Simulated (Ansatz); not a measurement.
CH2BClFN, SMILES C=NB(F)Cl: vertical spin-state energies, run with Ansatz 0.2.0, Python API.

`spin_ch2bclfn.py`
```python
"""Vertical spin-state energies of CH2BClFN."""

import logging
import sys

import ansatz

logging.basicConfig(stream=sys.stdout, format="[%(levelname)s] %(message)s")
logger = logging.getLogger("run")
logger.setLevel(logging.INFO)

SETTINGS = {
    "basis": "cc-pVDZ",
    "level": "mp2",
}


def main() -> None:
    ch2bclfn = (
        ansatz.Crystal.molecule()
        .atom("C", [-1.2435, -0.2982, 0.0486])
        .atom("N", [-0.2987, 0.1503, -0.6659])
        .atom("B", [1.0785, 0.2349, -0.1285])
        .atom("F", [1.4701, -0.1409, 1.2467])
        .atom("Cl", [2.4821, 0.8215, -1.2125])
        .atom("H", [-2.2798, -0.2747, -0.4105])
        .atom("H", [-1.1474, -0.561, 1.0763])
    )

    job = (
        ch2bclfn.calculation()
        .basis(gaussian=SETTINGS["basis"])
        .correlation(SETTINGS["level"])
    )
    found = {}
    for unpaired in [0, 2]:
        report = job.spin("collinear", total=unpaired).run(threads=1, backend="cpu").report
        s = unpaired / 2
        found[unpaired] = report["free_energy_ev"]
        logger.info(f"2S+1 = {unpaired + 1}: E = {found[unpaired]:.5f} eV, <S^2> = {abs(report['mean_field']['state']['spin_squared']):.3f} (pure state {s * (s + 1):.2f})")
    lowest = min(found, key=found.get)
    for unpaired, e in found.items():
        logger.info(f"multiplicity {unpaired + 1}: {23.060548 * (e - found[lowest]):.1f} kcal/mol above the lowest")


if __name__ == "__main__":
    main()
```

Which spin state is lowest at this geometry, and how far above lie the others?

In order: multiplicity 1 (+0.00 eV) and multiplicity 3 (+3.68 eV), all at the one geometry.

The run itself:

Output of `python spin_ch2bclfn.py`:
```text
[INFO] 2S+1 = 1: E = -18446.34728 eV, <S^2> = 0.000 (pure state 0.00)
[INFO] 2S+1 = 3: E = -18442.66854 eV, <S^2> = 2.013 (pure state 2.00)
[INFO] multiplicity 1: 0.0 kcal/mol above the lowest
[INFO] multiplicity 3: 84.8 kcal/mol above the lowest
```

Reading the output:
- Total energies depend on the basis set; only differences at equal settings carry meaning.
- The geometry is a force-field or estimated start, not a minimum of this method, and the basis set is short of its limit. All parts are taken at fixed geometry, without zero-point energy.
- S² is that of the Hartree-Fock reference.
- Timing: 6.2 s on 1 thread of Arm Neoverse V1 (shared host), peak memory 0.27 GiB.

(Lines on the test bed's own set-up are left out of the output.)
